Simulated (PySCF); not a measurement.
Molecule: OKH, in a box.

```
O K H
1.0
    12.00000    0.00000    0.00000
     0.00000   10.00000    0.00000
     0.00000    0.00000   11.00000
O K H
1 1 1
Direct
  0.45544 0.51236 0.47684
  0.61614 0.47612 0.56923
  0.38603 0.52808 0.43695
```

Program: PySCF 2.14.0. Alike in all runs: task atomic charges; potentials or basis 6-31g* (all-electron); no spin polarisation; cell as given; k mesh 1 × 1 × 1; smearing fixed.

Q: Order these runs on this cell by their band gap on the k mesh, lowest first.
A. level PBE50; exxdiv ewald
B. level OLYP+D3; three-body dispersion term no
C. level PW91+D3(BJ); three-body dispersion term no

A: B (0.73 eV), C (0.95 eV), A (4.87 eV).

Caveats: this is a molecule in a periodic box at the Γ point, so its band gap is the HOMO-LUMO gap; the basis of atomic orbitals isn't converged, which shifts pressures, moduli and gaps.

Runs at the PBE level aren't shown here.
